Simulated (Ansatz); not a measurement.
Write a Python script for the Ansatz DFT code, driven from Python that makes a check of forces and pressure against finite differences of YHg2 (distorted cell). Level of theory (first run): PBEsol, PAW, cutoff 540 eV, 5×5×6 k-points, Methfessel-Paxton smearing of 0.01 eV.

```
Y Hg
1.0
     4.77100    0.00000    0.00000
    -2.38550    4.13181    0.00000
     0.00000    0.00000    3.53600
Y Hg
1 2
Direct
  0.00034 0.99604 0.00901
  0.33368 0.67037 0.50071
  0.66299 0.33326 0.50368
```

`yhg2_fdcheck.py`:
```python
"""Do the forces of YHg2 match the slope of the free energy, distorted."""

import warnings

import ansatz
import numpy as np

vectors0 = np.array([
    [4.771, 0.0, 0.0],
    [-2.3855, 4.13181, 0.0],
    [0.0, 0.0, 3.536],
])
sites = [
    ("Y", (0.00034, 0.99604, 0.00901)),
    ("Hg", (0.33368, 0.67037, 0.50071)),
    ("Hg", (0.66299, 0.33326, 0.50368)),
]


def build(cell):
    crystal = ansatz.Crystal(lattice=ansatz.Lattice.of(cell))
    for symbol, position in sites:
        crystal = crystal.atom(symbol, position)
    return crystal

warnings.simplefilter("ignore", ansatz.DeckWarning)

def solve(crystal):
    return (
        crystal.calculation()
        .functional(ansatz.Functional.PBESOL)
        .occupations("methfessel_paxton", width=0.01)
        .basis(540, xc_grid=2)
        .kpoints(5, 5, 6)
        .scf(tolerance=1e-09)
        .forces()
        .stress()
        .run(threads=1)
    ).report


centre = solve(build(vectors0))
start = build(vectors0)
# central difference: F = -(E(+h) - E(-h)) / 2h
print(f"force on atom 2 along y: analytic {centre['forces_ev_ang'][2][1]:.4f} eV/A")
for h in (0.005, 0.02):
    shift = np.eye(3)[1] * h @ np.linalg.inv(vectors0)
    plus, minus = (solve(start.move(2, to=np.array(sites[2][1]) + sign * shift))["lagrangian_ev"] for sign in (1, -1))
    print(f"  step {h} A: numerical {-(plus - minus) / (2 * h):.4f} eV/A")
# P = -dF/dV; the difference feels the change of the plane-wave count with the cell
volume = abs(np.linalg.det(vectors0))
larger, smaller = (solve(build(vectors0 * (1 + sign * 0.005) ** (1 / 3)))["lagrangian_ev"] for sign in (1, -1))
numerical = -(larger - smaller) / (0.01 * volume) * 160.21766
print(f"pressure: analytic {np.trace(centre['stress_gpa']) / 3:.3f}, numerical {numerical:.3f} GPa")
```

`python yhg2_fdcheck.py` gives:
```text
force on atom 2 along y: analytic 0.0847 eV/A
  step 0.005 A: numerical 0.0848 eV/A
  step 0.02 A: numerical 0.0860 eV/A
pressure: analytic 0.528, numerical 0.530 GPa
```

What to keep in mind:
- The settings weren't tested for convergence.
- For a metal this k-point mesh is coarse: on a finer one energies can move by several to tens of meV an atom and pressures by half a GPa or more, differences at one mesh by less.
- The program warned that this SCF threshold is loose for forces or stresses.
- Pressure is positive in compression.
- Spin-orbit coupling, which matters for elements this heavy, is left out.
- The cell is a database structure, distorted on purpose.
- The central difference errs as the square of the step, so the shorter step is the fairer test; what remains comes from the finite grid and the SCF threshold.
- The script silences the warnings on its input, which a real study should read.
- The whole script took 3.6 min on 1 thread of Arm Neoverse N1, with other jobs on the host, peak memory 0.51 GiB.
